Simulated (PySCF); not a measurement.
# TiF3 (SMILES [F][Ti]([F])[F]): levels of theory compared

We compute a comparison of 5 runs (UHF/STO-3G, UHF/3-21G, UHF/def2-SVP, UB3LYP/6-31G*, U-wB97X/cc-pVTZ) of TiF3. Input form: a Python script.

Program for the calculation: PySCF 2.14.0.

### Step 1. The system as given

TiF3: 4 atoms, total charge 0, spin state doublet. As SMILES, `[F][Ti]([F])[F]`. The shape comes from GFN2-xTB, which is rough for such elements, and wasn't checked as a minimum.

Bond lengths: Ti1–F2 1.693 Å, Ti1–F3 1.693 Å, Ti1–F4 1.693 Å. Angles: F2–Ti1–F3 120.0°, F2–Ti1–F4 120.0°, F3–Ti1–F4 120.0°.

### Step 2. Energy and gradient at UHF/STO-3G (run 1)

Contents of run.py:

```python
# TiF3
import pyscf.grad
from pyscf import gto, scf

mol = gto.M(
    atom='''
Ti     0.000076     0.000076    -0.000435
F      3.199287    -0.046109     0.021940
F     -1.559988     2.793450    -0.028573
F     -1.639375    -2.747416     0.007068
''',
    unit='bohr',
    spin=1,
    basis='sto-3g',
    charge=0,
    verbose=4,
    max_memory=1860,
)

mf = scf.UHF(mol)
mf.conv_tol = 1e-10
mf.kernel()
if not mf.converged:
    mf = mf.newton().run(mf.mo_coeff, mf.mo_occ)

etot = mf.e_tot
print('E = %.10f Eh' % etot)
grad = mf.Gradients().kernel()
dip = mf.dip_moment()
pop, q = mf.mulliken_pop()
```

Run with:

```console
$ OMP_NUM_THREADS=1 python run.py
```

The log of the run:

```text
PySCF version 2.14.0

[... 84 lines left out ...]
converged SCF energy = -1134.19076182535  <S^2> = 0.7589994  2S+1 = 2.0089792
[... 11 lines left out ...]
Dipole moment(X, Y, Z, Debye):  0.00013,  0.00010,  0.00013
[... 10 lines left out ...]
charge of  3F =     -0.21870  (     4.58564      4.63305 )
```

Run time: 2.5 s. Hardware: 1 thread of Intel Xeon Platinum 8375C at 2.90GHz (Ice Lake), shared host; peak memory 0.12 GiB.

### Step 3. Energy and gradient at UHF/3-21G (run 2)

Contents of run.py:

```python
import pyscf.grad
from pyscf import gto, scf

system = gto.M(
    atom='''
Ti     0.000076     0.000076    -0.000435
F      3.199287    -0.046109     0.021940
F     -1.559988     2.793450    -0.028573
F     -1.639375    -2.747416     0.007068
''',
    unit='bohr',
    charge=0,
    spin=1,
    verbose=3,
    max_memory=1860,
    basis='3-21g',
)

hf = scf.UHF(system)
hf.conv_tol = 1e-10
hf.kernel()
if not hf.converged:
    hf = hf.newton().run(hf.mo_coeff, hf.mo_occ)

energy = hf.e_tot
print('E(%s) = %.9f' % ('HF', energy))
grad = hf.Gradients().kernel()
dip = hf.dip_moment()
pop, q = hf.mulliken_pop()
```

Run with:

```console
$ OMP_NUM_THREADS=1 python run.py
```

The log of the run:

```text
converged SCF energy = -1141.20002773866  <S^2> = 0.75284195  2S+1 = 2.0028399
E(HF) = -1141.200027739
--------------- UHF gradients ---------------
         x                y                z
0 Ti    -0.0000400786    -0.0000608523     0.0000291284
1 F    -0.0601873241     0.0008631941    -0.0004196580
2 F     0.0293454140    -0.0525588483     0.0005306284
3 F     0.0308819887     0.0517565065    -0.0001400988
----------------------------------------------
Dipole moment(X, Y, Z, Debye):  0.00028,  0.00019, -0.00236
 ** Mulliken pop       alpha | beta **
pop of  0 Ti 1s        0.99993 | 0.99991
pop of  0 Ti 2s        0.99945 | 0.99929
pop of  0 Ti 3s        1.00048 | 1.00026
pop of  0 Ti 4s        0.21787 | 0.04518
pop of  0 Ti 5s       -0.02887 | 0.00304
pop of  0 Ti 2px       0.99922 | 0.99922
pop of  0 Ti 2py       0.99922 | 0.99922
pop of  0 Ti 2pz       0.99949 | 0.99953
pop of  0 Ti 3px       0.99902 | 0.99820
pop of  0 Ti 3py       0.99902 | 0.99820
[... 41 lines of this table left out ...]
pop of  3 F 3px       0.52123 | 0.52204
pop of  3 F 3py       0.50871 | 0.50941
pop of  3 F 3pz       0.52595 | 0.52816
In total            25.00000 | 24.00000
 ** Mulliken atomic charges   ( Nelec_alpha | Nelec_beta ) **
charge of  0Ti =      1.65092  (    10.69819      9.65089 )
charge of  1F =     -0.55032  (     4.76728      4.78304 )
charge of  2F =     -0.55032  (     4.76728      4.78304 )
charge of  3F =     -0.55028  (     4.76726      4.78302 )
```

Wall time 2.7 s (1 thread of Intel Xeon Platinum 8375C at 2.90GHz (Ice Lake), shared host); peak memory 0.13 GiB.

Runs 3 to 4 aren't shown in full; the table further down has their settings and results.

### Step 4. Energy and forces at U-wB97X/cc-pVTZ (run 5)

Contents of calc.py:

```python
from pyscf import gto, dft

molecule = gto.M(
    atom='Ti 0.000040 0.000040 -0.000230; F 1.692990 -0.024400 0.011610; F -0.825510 1.478230 -0.015120; F -0.867520 -1.453870 0.003740',
    verbose=4,
    max_memory=1860,
    spin=1,
    basis='cc-pvtz',
)

mf = dft.UKS(molecule)
mf.xc = 'wb97x'
mf.grids.level = 5
mf.conv_tol = 1e-10
mf.kernel()
if not mf.converged:
    mf = mf.newton().run(mf.mo_coeff, mf.mo_occ)

energy = mf.e_tot
print('E(%s) = %.9f' % ('WB97X', energy))
grad = mf.nuc_grad_method().kernel()
mf.analyze()
```

Run with:

```console
$ OMP_NUM_THREADS=1 python calc.py
```

The log of the run:

```text
PySCF version 2.14.0

[... 121 lines left out ...]
Total Energy =                       -1149.254712494920796
[... 2 lines left out ...]
Two-electron Energy =                  661.326190670202095
[... 5 lines left out ...]
MO #1   energy= -178.823681438892  | -178.823117657926  occ= 1 | 1
[... 3 lines left out ...]
MO #158 energy= 11.9589504154112   | 11.9574461863878   occ= 0 | 0
[... 180 lines left out ...]
Dipole moment(X, Y, Z, Debye):  0.00007, -0.00000, -0.00146
```

It took 4.6 min on 1 thread of Intel Xeon Platinum 8375C at 2.90GHz (Ice Lake), shared host; peak memory 1.9 GiB.

### Step 5. All runs side by side

| run | level | integration grid | energy (Eh) | dipole moment (D) | HOMO energy (eV) | LUMO energy (eV) | wall time |
| --- | --- | --- | --- | --- | --- | --- | --- |
| 1 | UHF/STO-3G | – | -1134.190762 | 0.00 | -5.42 | 6.60 | 2.5 s |
| 2 | UHF/3-21G | – | -1141.200028 | 0.00 | -11.63 | 1.14 | 2.7 s |
| 3 | UHF/def2-SVP | – | -1146.584203 | 0.00 | -12.25 | 0.88 | 5.4 s |
| 4 | UB3LYP/6-31G* (spherical functions) | 5 | -1149.126346 | 0.00 | -5.77 | -2.13 | 36 s |
| 5 | U-wB97X/cc-pVTZ | 5 | -1149.254712 | 0.00 | -8.94 | -0.79 | 4.6 min |

### Step 6. Outcome

```
                                 quantity           value
                      run 5: total energy  -1149.25471 Eh
                     run 5: dipole moment          0.00 D
run 5: HOMO energy (highest over α and β)        -8.94 eV
 run 5: LUMO energy (lowest over α and β)        -0.79 eV
                              run 5: ⟨S²⟩           0.751
          run 5: largest force on an atom      3.242 eV/Å
```

What this shows: Totals of different functionals can't be ranked against each other. In run 1 the basis is minimal, so the values are rough. All runs together took 5.4 min, the longest 4.6 min.
